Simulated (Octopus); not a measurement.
# Br2 (bromine), step by step

Wanted: energy and forces (PZ81 LDA), then the polarisability (PZ81 LDA) of Br2 (bromine). 

The calculation is run with Octopus 16.4.

12 further runs of the same task are left out: 12 set aside as unsound or not needed. Runs told in other sessions of the task aren't counted.

## (1) The molecule

The species is Br2 (2 atoms), meant as a singlet with charge 0. SMILES: `BrBr`. Geometry: relaxed at PBE0-D4/def2-TZVP.

Bond lengths: Br1–Br2 2.281 Å.

## (2) Energy and gradient at PZ81 LDA (scalar, in the pseudopotentials, hgh_lda potentials, box margin 4 angstrom, extra states 0, grid spacing 0.19 angstrom, mix field default) (run 1)

Started as:

```
$ OMP_NUM_THREADS=1 octopus > gs.log
```

Standard output:

```text
Version                : 16.4
[... 85 lines left out ...]
** Warning:
[... 34 lines left out ...]
Converged eigenvectors: 0
#  State  Eigenvalue [eV]  Occupation    Error
[... 11 lines left out ...]
Converged eigenvectors: 0
#  State  Eigenvalue [eV]  Occupation    Error
[... 60 lines left out ...]
Converged eigenvectors: 0
#  State  Eigenvalue [eV]  Occupation    Error
[... 11 lines left out ...]
Converged eigenvectors: 1
#  State  Eigenvalue [eV]  Occupation    Error
[... 8 lines left out ...]
Info: SCF converged in   20 iterations
** Warning:
**   Some of the states are not fully converged!
[... 1 line left out ...]
Octopus emitted 2 warnings.
```

Run time: 4.5 s. Hardware: 1 thread of Arm Neoverse V2, shared host; peak memory 0.074 GiB.

## (3) The response to a field at PZ81 LDA (scalar, in the pseudopotentials, hgh_lda potentials, box margin 4 angstrom, extra states 0, frequencies ev (0) eV, grid spacing 0.19 angstrom) (run 2)

Started as:

```
$ OMP_NUM_THREADS=1 octopus > em_resp.log
```

Standard output:

```text
Version                : 16.4
[... 87 lines left out ...]
** Warning:
[... 11 lines left out ...]
** Warning:
[... 9 lines left out ...]
** Warning:
[... 1 line left out ...]
** Warning:
[... 1 line left out ...]
** Warning:
[... 120 lines left out ...]
Info: SCF for response converged in   13 iterations.
[... 120 lines left out ...]
Info: SCF for response converged in   13 iterations.
[... 120 lines left out ...]
Info: SCF for response converged in   13 iterations.
[... 2 lines left out ...]
Octopus emitted 3 warnings.
[... 3 lines left out ...]
  or contact the octopus developers for details.
```

Run time: 9.6 s. Hardware: 1 thread of Arm Neoverse V2, shared host; peak memory 0.086 GiB.

## (4) Summary of results

```
                                   quantity         value
              run 1, PZ81 LDA: total energy  -26.93163 Eh
             run 1, PZ81 LDA: dipole moment        0.00 D
               run 1, PZ81 LDA: HOMO energy      -6.91 eV
  run 1, PZ81 LDA: largest force on an atom    0.114 eV/Å
run 2, PZ81 LDA: mean static polarisability    44.6 bohr³
```
